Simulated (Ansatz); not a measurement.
AlF2I, SMILES [F][Al]([F])[I], a rigid scan of one bond length

Program: Ansatz 0.2.0, Python API.

Notebook, run cell by cell (the value of a cell's last expression is shown):

**Cell 1**
```python
import ansatz
from ase import Atoms
import numpy as np
```

**Cell 2**
```python
config = {
    'basis': 'def2-SVP',
    'functional': 'hf',
}
```

**Cell 3**
```python
atoms = Atoms(['F', 'Al', 'F', 'I'], positions=[
    (1.237, 0.714, 1.2804),
    (0.1232, -0.1082, 0.0974),
    (0.295, -1.8746, -0.1758),
    (-1.5997, 1.2085, -1.2223),
])
alf2i = ansatz.Crystal.molecule_from_ase(atoms)
```

**Cell 4**
```python
symbols = [site.symbol for site in alf2i.cartesian_sites]
start = np.array([site.position_ang for site in alf2i.cartesian_sites])
axis = (start[3] - start[1]) / np.linalg.norm(start[3] - start[1])
moving = [3]
lengths, energies = [2.16, 2.34, 2.54, 2.79, 3.17, 3.81, 4.57, 5.58], []
for length in lengths:
    xyz = start.copy()
    xyz[moving] += (length - np.linalg.norm(start[3] - start[1])) * axis
    point = ansatz.Crystal.molecule()
    for symbol, place in zip(symbols, xyz):
        point = point.atom(symbol, place.tolist())
    setup = point.calculation()
    setup = setup.basis(gaussian=config['basis'])
    setup = setup.functional(config['functional'])
    setup = setup.scf(lower_state_search='standard')
    summary = setup.run(threads=1).report
    energies.append(summary['free_energy_ev'])
    print(f'r = {length:6.3f} A  E = {energies[-1]:.5f} eV  <S^2> = {abs(summary["mean_field"]["state"]["spin_squared"]):.3f}')
```
Output:
```text
r =  2.160 A  E = -20064.86206 eV  <S^2> = 0.000
r =  2.340 A  E = -20065.48079 eV  <S^2> = 0.000
r =  2.540 A  E = -20065.45278 eV  <S^2> = 0.000
r =  2.790 A  E = -20064.92166 eV  <S^2> = 0.000
r =  3.170 A  E = -20063.79667 eV  <S^2> = 0.000
r =  3.810 A  E = -20062.07432 eV  <S^2> = 0.000
r =  4.570 A  E = -20060.65225 eV  <S^2> = 0.000
r =  5.580 A  E = -20059.58121 eV  <S^2> = 0.000
```

**Cell 5**
```python
print('energy above the lowest point (eV):', [round(e - min(energies), 3) for e in energies])
```
Output:
```text
energy above the lowest point (eV): [0.619, 0.0, 0.028, 0.559, 1.684, 3.406, 4.829, 5.9]
```

Caveats:
- These settings explore the input space; basis and method may be short of convergence.
- The rest of the molecule is held rigid at a force-field or estimated start geometry, and the basis set is modest; single-reference methods fail as a bond breaks.
- def2 sets replace the cores of elements past krypton by effective core potentials.
- Hartree-Fock leaves correlation out, so bond, atomisation and ionisation energies come out well too low.
- The orbitals are restricted, so S² is zero by construction.
- Toward dissociation an unrestricted state can lie under the restricted one, by tenths of an eV for polar bonds under a functional and by 1 to 2 eV or more for others.
- Hardware and time: 7.3 s on 1 thread of Arm Neoverse V2, on a shared host, peak memory 0.21 GiB.
